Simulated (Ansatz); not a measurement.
I need a convergence test of the plane-wave cutoff of InP, space group F-43m. Use Ansatz 0.2.0 through its Python package. Level of theory (first run): r2SCAN, PAW, cutoff 300 eV, 6×6×6 k-points, Methfessel-Paxton smearing of 0.02 eV. The script varies cutoff (eV): 300, 400, 500, 600, 700.

The script reads `POSCAR`:
```text
InP
1.0
   0.00000000    2.93050000    2.93050000
   2.93050000    0.00000000    2.93050000
   2.93050000    2.93050000    0.00000000
In P
1 1
Direct
   0.00000000    0.00000000    0.00000000
   0.25000000    0.25000000    0.25000000
```

`inp_ecut.py`:
```python
"""Convergence of InP with the plane-wave cutoff."""

from dataclasses import dataclass
import warnings

import ansatz as az
from ase.io import read
from tabulate import tabulate


@dataclass
class Options:
    xc: str = "r2SCAN"
    mesh: tuple[int, ...] = (6, 6, 6)
    smearing: str = "methfessel_paxton"
    width_ev: float = 0.02


settings = Options()


def main() -> None:
    warnings.simplefilter("ignore", az.DeckWarning)

    atoms = read("POSCAR", format="vasp")
    crystal = az.Crystal.from_ase(atoms)

    model = (
        crystal.calculation()
        .functional(settings.xc)
        .kpoints(*settings.mesh)
        .occupations(settings.smearing, width=settings.width_ev)
        .forces()
        .stress()
    )

    rows = []
    for value in [300, 400, 500, 600, 700]:
        report = model.basis(value).run().report
        rows.append((value, report["free_energy_ev"] / len(report["lattice"]["sites"]), report["n_iterations"], sum(report["stress_gpa"][i][i] for i in range(3)) / 3, max(abs(f) for row in report["forces_ev_ang"] for f in row), report["n_pw"]))

    print(tabulate(rows, headers=["cutoff (eV)", "F/atom (eV)", "iterations", "P (GPa)", "max component (eV/A)", "plane waves"], floatfmt=".4f", tablefmt="github"))

    # differences from the last row
    for row in rows[:-1]:
        shift = 1000 * (row[1] - rows[-1][1])
        print(f"{row[0]}: {shift:+.2f} meV/atom" + ("  (within 5 meV)" if abs(shift) < 5 else ""))


if __name__ == "__main__":
    main()
```

```console
$ python inp_ecut.py
|   cutoff (eV) |   F/atom (eV) |   iterations |   P (GPa) |   max component (eV/A) |   plane waves |
|---------------|---------------|--------------|-----------|------------------------|---------------|
|           300 |    -3185.8056 |            6 |    1.7134 |                 0.0000 |           609 |
|           400 |    -3185.8596 |            6 |    1.6959 |                 0.0000 |           941 |
|           500 |    -3185.8615 |            6 |    1.6883 |                 0.0000 |          1243 |
|           600 |    -3185.8618 |            6 |    1.6866 |                 0.0000 |          1687 |
|           700 |    -3185.8620 |            6 |    1.6859 |                 0.0000 |          2085 |
300: +56.43 meV/atom
400: +2.42 meV/atom  (within 5 meV)
500: +0.52 meV/atom  (within 5 meV)
600: +0.16 meV/atom  (within 5 meV)
```

From 400 eV on it stays within 5 meV an atom of the value at 700 eV; the first row (300 eV) is off by 56.4 meV and the last but one by 0.16 meV. The energy falls steadily, as expected when plane waves are added. The pressure moves from 1.71 to 1.69 GPa (the program's stress holds a Pulay correction, so it settles early).

What to keep in mind:
- Forces vanish by symmetry here and test nothing.
- Of the deposited cell: the entry's cell lengths or inner coordinates differ somewhat from later room-temperature determinations.
- Pressure is positive in compression.
- The starting cell is as deposited in a crystallographic database; the results hold for this polymorph, which needn't be the stable one.
- Shifts are counted from the last row, which is itself no proven limit.
- The script silences the warnings on its input, which a real study should read.
- Processor time in the engine: 13 s on 1 thread of Intel(R) Xeon(R) Processor @ 2.30GHz, with other jobs on the host, peak memory 0.77 GiB.
